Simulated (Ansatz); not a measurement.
# Ti2Te2Pt: one candidate of a structure search

The task: take a trial cell of Ti2Te2Pt to zero force and stress.

Computed with Ansatz 0.2.0 (DFT PBE, scalar-relativistic, plane waves, PAW, unless a step's input says otherwise).

2 further runs of the same task are left out: 1 that didn't finish, 1 set aside as unsound or not needed.

## 1. Starting point

The structure is hexagonal, space group P6mm (No. 183). Conventional cell: a = 5.872 Å, b = 5.872 Å, c = 4.406 Å, α = 90.00°, β = 90.00°, γ = 120.00°. Ti (site symmetry 3m) is surrounded by 2 Te at 2.09 to 2.32 Å. Around Te (site symmetry 3m) lie 2 Ti at 2.09 to 2.32 Å. Pt (site symmetry 6mm) has 6 Ti at 3.42 Å and 6 Te at 3.87 Å as nearest neighbours.

Structure file:

```cif
data_structure
_symmetry_space_group_name_H-M 'P 1'
_symmetry_Int_Tables_number 1
_cell_length_a 5.8724
_cell_length_b 5.8724
_cell_length_c 4.4064
_cell_angle_alpha 90.000
_cell_angle_beta 90.000
_cell_angle_gamma 120.000
_cell_volume 131.60
loop_
_atom_site_label
_atom_site_type_symbol
_atom_site_fract_x
_atom_site_fract_y
_atom_site_fract_z
_atom_site_occupancy
Ti1 Ti 0.33333 0.66667 0.92823 1
Ti2 Ti 0.66667 0.33333 0.92823 1
Te1 Te 0.33333 0.66667 0.45496 1
Te2 Te 0.66667 0.33333 0.45496 1
Pt1 Pt 0.00000 0.00000 0.02944 1
```

The cell is invented: random cell by space group and Wyckoff sites (P6mm, No. 183). The dimensions are guesses.

## 2. The guess as it stands, on a coarse mesh

input.yaml

```yaml
crystal:
  lattice:
    - [5.87235962, 0.0, 0.0]
    - [-2.93617981, 5.08561261, 0.0]
    - [0.0, 0.0, 4.40643406]
  atoms:
    - { symbol: Ti, position: [0.33333333, 0.66666667, 0.92822706] }
    - { symbol: Ti, position: [0.66666667, 0.33333333, 0.92822706] }
    - { symbol: Te, position: [0.33333333, 0.66666667, 0.45496334] }
    - { symbol: Te, position: [0.66666667, 0.33333333, 0.45496334] }
    - { symbol: Pt, position: [0.0, 0.0, 0.02944087] }
basis:
  ecutwfc: 420
kpoints:
  mp_grid: { grid: [3, 3, 4] }
hamiltonian:
  xc: pbe
scf:
  occupations: { method: gaussian, width: 0.1 }
  lower_state_search: "off"
output:
  forces: true
  stress: true
  eigenvalues: true
```

Launch:

```sh
$ ansatz run input.yaml --threads 1 --pin off --max-ram 2560MiB --backend cpu --events-out ev --progress --plain --runs-dir out
```

Further runs follow: rough relaxation on the coarse mesh; another rough relaxation; spin check on a coarse mesh; full relaxation.

Before running it: what results should come out? Wanted: conventional cell; volume; energy over the elements; gap on the mesh.

The runs gave:

| quantity | value |
| --- | --- |
| symmetry at the end (tolerance 0.05 Å) | space group P6/mmm (No. 191) |
| conventional cell | a = 4.991 Å, b = 4.991 Å, c = 5.520 Å, α = 90.00°, β = 90.00°, γ = 120.00° |
| volume | 23.81 Å³/atom |
| energy over the elements | +0.27 eV/atom |
| gap on the mesh | none (metal) |

In words: The symmetry goes from space group P6mm (No. 183) to space group P6/mmm (No. 191), and the volume per atom shrinks by 9.5 % from the first guess. With a positive formation energy it can't be a ground state. No finished test with a distortion of lower symmetry is shown, so the end may be a saddle point. The runs treat Pt, Te without spin-orbit coupling. Other magnetic orders were not searched.
